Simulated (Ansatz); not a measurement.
Task: a ladder of methods at one geometry of CH7BrSi2, SMILES [SiH3]C[SiH2]Br, with Ansatz 0.2.0 through its Python package. Give the script and its output. Settings (for the species named): MP2, def2-SVP basis, multiplicity 1. The script varies method: mp2, ccsd, ccsd_t.

```csv
atom,x (Å),y (Å),z (Å)
Si,0.0599,1.4924,0.1841
C,-0.7634,-0.1354,0.2831
Si,0.4673,-1.3094,-0.3765
Br,-0.2767,-3.3477,-0.2674
H,0.3452,1.8794,-1.2495
H,-0.9419,2.5722,0.6753
H,1.2675,1.6236,1.0041
H,-0.9877,-0.3507,1.3125
H,-1.6762,-0.1576,-0.2648
H,0.8423,-1.0286,-1.7571
H,1.7291,-1.2953,0.4767
```

`methods.py`
```python
'''One geometry of CH7BrSi2, method by method.'''

import logging
import sys

import ansatz as az

logging.basicConfig(stream=sys.stdout, format='[%(levelname)s] %(message)s')
logger = logging.getLogger('ch7brsi2')
logger.setLevel(logging.INFO)

GEOMETRY = '''
Si    0.05990    1.49240    0.18410
C    -0.76340   -0.13540    0.28310
Si    0.46730   -1.30940   -0.37650
Br   -0.27670   -3.34770   -0.26740
H     0.34520    1.87940   -1.24950
H    -0.94190    2.57220    0.67530
H     1.26750    1.62360    1.00410
H    -0.98770   -0.35070    1.31250
H    -1.67620   -0.15760   -0.26480
H     0.84230   -1.02860   -1.75710
H     1.72910   -1.29530    0.47670
'''


def main() -> None:
    ch7brsi2 = az.Crystal.molecule()
    for line in GEOMETRY.strip().splitlines():
        symbol, *xyz = line.split()
        ch7brsi2 = ch7brsi2.atom(symbol, [float(v) for v in xyz])

    model = (
        ch7brsi2.calculation()
        .basis(gaussian='def2-SVP')
        .accuracy('high')  # preset for grids and thresholds
    )

    methods = ['mp2', 'ccsd', 'ccsd_t']
    reports = [model.correlation(m).run().report for m in methods]
    logger.info(f'Hartree-Fock reference {reports[0]["reference_energy_ev"] / 27.211386246:.6f} Ha')
    best = reports[-1]['free_energy_ev'] - reports[-1]['reference_energy_ev']
    for method, each in zip(methods, reports):
        gained = each['free_energy_ev'] - each['reference_energy_ev']
        logger.info(f'{method:8s} total {each["free_energy_ev"] / 27.211386246:.6f} Ha  correlation {gained:9.4f} eV  ({100 * gained / best:.1f} % of the last)')


if __name__ == '__main__':
    main()
```

```console
$ python methods.py
[INFO] Hartree-Fock reference -3191.740739 Ha
[INFO] mp2      total -3192.319064 Ha  correlation  -15.7370 eV  (89.4 % of the last)
[INFO] ccsd     total -3192.372088 Ha  correlation  -17.1799 eV  (97.6 % of the last)
[INFO] ccsd_t   total -3192.387916 Ha  correlation  -17.6106 eV  (100.0 % of the last)
```

These settings explore the input space; basis and method may be short of convergence. The geometry is a force-field or estimated start, not a minimum of this method, and the basis set is short of its limit. A lower total doesn't mark the better method: functionals have no common bound, and MP2 and coupled cluster aren't variational. Inner cores stay frozen; a filled d shell under the valence of the heavier atoms is correlated with it. Timing: 120 s on 1 thread of Arm Neoverse V2, on a shared host, peak memory 1 GiB.

(Lines on the test bed's own set-up are left out of the output.)
